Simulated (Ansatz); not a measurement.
**C₃H₇BO₂: up Jacob's ladder to CCSD(T)**

An exercise on one series of results from a longer session: the logs are not shown, and one member is left open.

Method: functionals in def2-TZVPP, the program's frozen cores in correlated methods; program: Ansatz 0.2.0, Gaussian basis.

Plan: LDA (SPW92), PBE-D4, revPBE-D4, BLYP-D4, r2SCAN-D4, B97M-V, PBE0-D4, B3LYP-D4, r2SCANh-D4, r2SCAN0-D4, HSE06-D4, BHLYP-D4, CAM-B3LYP-D4, LC-ωPBE, ωB97X-V, ωB97M-V, B2PLYP, PBE-QIDH; CCSD(T)/def2-SVP; CCSD(T)/def2-TZVPP; MP2/def2-QZVPP; extrapolation to the limit; RPA on PBE.

### The relaxed structure

The geometry comes from an earlier relaxation with PBE0-D4 in a triple-zeta def2 set; it is a stationary point, not always the lowest conformer.

SMILES `CB(C)OC=O`, 13 atoms, charge 0, spin multiplicity 1.

Atoms are counted from 1 here; the program's logs count them from 0.

Bond lengths: C1–B2 1.562 Å, C1–H7 1.098 Å, C1–H8 1.091 Å, C1–H9 1.094 Å, B2–C3 1.561 Å, B2–O4 1.397 Å, C3–H10 1.097 Å, C3–H11 1.092 Å, C3–H12 1.092 Å, O4–C5 1.343 Å, C5–O6 1.191 Å, C5–H13 1.100 Å. Angles: B2–C1–H7 108.7°, B2–C1–H8 113.9°, B2–C1–H9 111.2°, H7–C1–H8 107.8°, H7–C1–H9 105.4°, H8–C1–H9 109.4°, C1–B2–C3 123.1°, C1–B2–O4 114.8°, C3–B2–O4 122.1°, B2–C3–H10 108.2°, B2–C3–H11 111.7°, B2–C3–H12 114.2°, H10–C3–H11 107.2°, H10–C3–H12 105.5°, H11–C3–H12 109.6°, B2–O4–C5 126.2°, O4–C5–O6 126.0°, O4–C5–H13 109.9° and more.

Coordinates:

```xyz
13

C    -0.3891   -1.8204   -0.0162
B    -0.0612   -0.2939   -0.0469
C     1.3886    0.2683    0.0886
O    -1.1638    0.5385   -0.2570
C    -1.1951    1.8707   -0.0888
O    -0.4964    2.5001    0.6426
H    -0.0504   -2.2714   -0.9580
H    -1.4511   -2.0427    0.0978
H     0.1753   -2.3307    0.7699
H     1.5558    0.5356    1.1393
H     2.1384   -0.4799   -0.1771
H     1.5678    1.1838   -0.4783
H    -1.9983    2.3070   -0.7011
```

Set-up of the first run:

Contents of in.yaml:

```yaml
crystal:
  periodic: [false, false, false]
  atoms:
    - {symbol: C, position_ang: [-0.389139, -1.820376, -0.016247]}
    - {symbol: B, position_ang: [-0.061159, -0.293861, -0.046893]}
    - {symbol: C, position_ang: [1.388626, 0.268285, 0.088583]}
    - {symbol: O, position_ang: [-1.163783, 0.538550, -0.256987]}
    - {symbol: C, position_ang: [-1.195055, 1.870717, -0.088797]}
    - {symbol: O, position_ang: [-0.496434, 2.500140, 0.642612]}
    - {symbol: H, position_ang: [-0.050427, -2.271404, -0.957973]}
    - {symbol: H, position_ang: [-1.451057, -2.042671, 0.097839]}
    - {symbol: H, position_ang: [0.175315, -2.330693, 0.769904]}
    - {symbol: H, position_ang: [1.555846, 0.535585, 1.139252]}
    - {symbol: H, position_ang: [2.138383, -0.479898, -0.177136]}
    - {symbol: H, position_ang: [1.567752, 1.183837, -0.478282]}
    - {symbol: H, position_ang: [-1.998269, 2.306990, -0.701074]}
basis:
  gaussian: {orbitals: def2-TZVPP}
hamiltonian: {xc: lda}
output: {orbitals: {seedname: orbitals}}
```

Among the steps run: LDA; PBE-D4 (GGA); revPBE-D4 (GGA); BLYP-D4 (GGA); r2SCAN-D4 (meta-GGA); B97M-V (meta-GGA); PBE0-D4 (hybrid); B3LYP-D4 (hybrid); r2SCANh-D4 (hybrid); r2SCAN0-D4 (hybrid); HSE06-D4 (hybrid); BHLYP-D4 (hybrid); CAM-B3LYP-D4 (range-separated); LC-ωPBE (range-separated); ωB97X-V (range-separated); ωB97M-V (range-separated); B2PLYP (double hybrid); PBE-QIDH (double hybrid).

One table of the session follows, with a row left open; its other results are not shown here.

It belongs to the step «Orbital energies across the functionals». 

| functional | HOMO (eV) | gap (eV) |
| --- | --- | --- |
| LDA (SPW92) | -6.85 | 4.62 |
| PBE-D4 | -6.67 | 4.73 |
| revPBE-D4 | -6.59 | 4.77 |
| BLYP-D4 | -6.60 | 4.78 |
| r2SCAN-D4 | -6.98 | 5.37 |
| B97M-V | -7.12 | 5.62 |
| PBE0-D4 | ? | ? |
| B3LYP-D4 | -8.06 | 6.97 |
| r2SCANh-D4 | -7.60 | 6.38 |
| r2SCAN0-D4 | -8.52 | 7.90 |
| HSE06-D4 | -7.88 | 6.68 |
| BHLYP-D4 | -9.85 | 10.25 |
| CAM-B3LYP-D4 | -9.78 | 10.14 |
| LC-ωPBE | -11.09 | 12.70 |
| ωB97X-V | -10.76 | 12.30 |
| ωB97M-V | -10.70 | 12.08 |

Q: Estimate the row for PBE0-D4 from the others.

The run gave: HOMO (eV): -8.29; gap (eV): 7.48. In the column «HOMO (eV)» it lies between r2SCAN0-D4 (-8.52) and B3LYP-D4 (-8.06).
